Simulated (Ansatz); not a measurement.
**BClFHS: vertical ionisation energy**

An exercise on one series of results from a longer session: the logs are not shown, and one member is left open.

Method: unrestricted cation, the program's frozen cores in correlated methods; program: Ansatz 0.2.0, Gaussian basis.

Plan: UKS PBE-D4/def2-TZVPP; UKS r2SCAN-D4/def2-TZVPP; UKS PBE0-D4/def2-TZVPP; UKS B3LYP-D4/def2-TZVPP; UKS wB97X-V/def2-TZVPP; UKS wB97M-V/def2-TZVPP; UKS B2PLYP/def2-TZVPP; UHF-CCSD(T)/def2-TZVPP; UHF-MP2/def2-QZVPP; extrapolation to the limit; then −ε(HOMO) from the neutral's earlier runs with LDA (SPW92), PBE-D4, revPBE-D4, BLYP-D4, r2SCAN-D4, B97M-V, PBE0-D4, B3LYP-D4, r2SCANh-D4, r2SCAN0-D4, HSE06-D4, BHLYP-D4, CAM-B3LYP-D4, LC-ωPBE, ωB97X-V, ωB97M-V.

### The geometry

The geometry comes from an earlier relaxation with PBE0-D4 in a triple-zeta def2 set; it is a stationary point.

SMILES `FB(S)Cl`, 5 atoms, charge 0, spin multiplicity 1.

Atoms are counted from 1 here; the program's logs count them from 0.

Bond lengths: F1–B2 1.319 Å, B2–S3 1.793 Å, B2–Cl4 1.749 Å, S3–H5 1.344 Å. Angles: F1–B2–S3 121.9°, F1–B2–Cl4 118.8°, S3–B2–Cl4 119.3°, B2–S3–H5 95.1°.

The first run:

in.yaml

```yaml
crystal:
  periodic: [false, false, false]
  atoms:
    - {symbol: F, position_ang: [-0.529975, -1.166464, 0.714913]}
    - {symbol: B, position_ang: [-0.425084, -0.150986, -0.119615]}
    - {symbol: S, position_ang: [1.059550, 0.850952, -0.210977]}
    - {symbol: Cl, position_ang: [-1.776270, 0.224447, -1.164952]}
    - {symbol: H, position_ang: [1.721679, 0.168452, 0.739232]}
basis:
  gaussian: {orbitals: def2-TZVPP}
total_charge: 1
magnetization: {spin_polarized: true, initial_magnetization: 1}
hamiltonian: {xc: pbe, dispersion: d4}
```

Among the steps run: Cation, UKS PBE-D4/def2-TZVPP; Cation, UKS r2SCAN-D4/def2-TZVPP; Cation, UKS PBE0-D4/def2-TZVPP; Cation, UKS B3LYP-D4/def2-TZVPP; Cation, UKS wB97X-V/def2-TZVPP; Cation, UKS wB97M-V/def2-TZVPP; Cation, UKS B2PLYP (frozen core)/def2-TZVPP; Cation, UHF-CCSD(T)/def2-TZVPP; Cation, UHF-MP2/def2-QZVPP.

One table of the session follows, with a row left open; its other results are not shown here.

For comparison, −ε(HOMO) of the neutral from earlier runs:

```
  functional  −ε(HOMO) (eV)
 LDA (SPW92)           7.28
      PBE-D4           7.14
   revPBE-D4           7.08
     BLYP-D4           6.96
   r2SCAN-D4           7.45
      B97M-V           7.51
     PBE0-D4           8.39
    B3LYP-D4           8.12
  r2SCANh-D4           7.90
  r2SCAN0-D4           8.59
    HSE06-D4           7.99
    BHLYP-D4           9.47
CAM-B3LYP-D4              ?
     LC-ωPBE          11.12
     ωB97X-V          10.74
     ωB97M-V          10.55
```

Estimate the missing values for CAM-B3LYP-D4.

The run gave: −ε(HOMO) (eV): 9.70. In the column «−ε(HOMO) (eV)» it lies between BHLYP-D4 (9.47) and ωB97M-V (10.55).
